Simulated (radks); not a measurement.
**Sr¹⁸⁺ in [Ar] 3d1.5 4s0.5: an all-electron calculation**

One table from this session's results is given with a row withheld; the runs are named, their logs left out.

Method: Dirac Kohn-Sham, PBE, spin-unpolarised, spherical densities, point nucleus; open shells are shared between the two j in proportion to 2j + 1. Code: radks (a radial shooting solver on a logarithmic mesh, Libxc functionals) version 1.

**What is computed**

| Property | Result |
| --- | --- |
| element | strontium (Z = 38) |
| charge | +18 |
| electrons | 20 |
| configuration | [Ar] 3d1.5 4s0.5 |

The first run:

Settings of this run:

```text
Z 38
configuration [Ar] 3d1.5 4s0.5
relativity Dirac
functional pbe,pbe
spin unpolarised
j_filling average
nucleus point
c 137.035999084
```

Run with:

```
python run_ks.py task.json out
```

This one command runs every case of the session in turn.

One of the session's tables, all rows but one given; the rest of the session is left out.

It belongs to the step «Shells». Radial moments (bohr):

```
level      <r>  outermost maximum (interpolated)  90 % within  nodes
1s1/2  0.03917                            0.0255       0.0701      0
2s1/2   0.1712                             0.145        0.265      1
2p1/2   0.1466                             0.114        0.239      0
2p3/2   0.1507                             0.117        0.245      0
3s1/2   0.4473                             0.413        0.653      2
3p1/2   0.4358                             0.397        0.649      1
3p3/2   0.4430                             0.404        0.659      1
3d3/2   0.4019                             0.332        0.622      0
3d5/2   0.4040                             0.334        0.625      0
4s1/2        ?                                 ?            ?      ?
```

Q: Estimate the row for 4s1/2 from the others.

The run gave: <r>: 0.9080; outermost maximum (interpolated): 0.892; 90 % within: 1.28; nodes: 3. In the column «<r>» it is the highest.
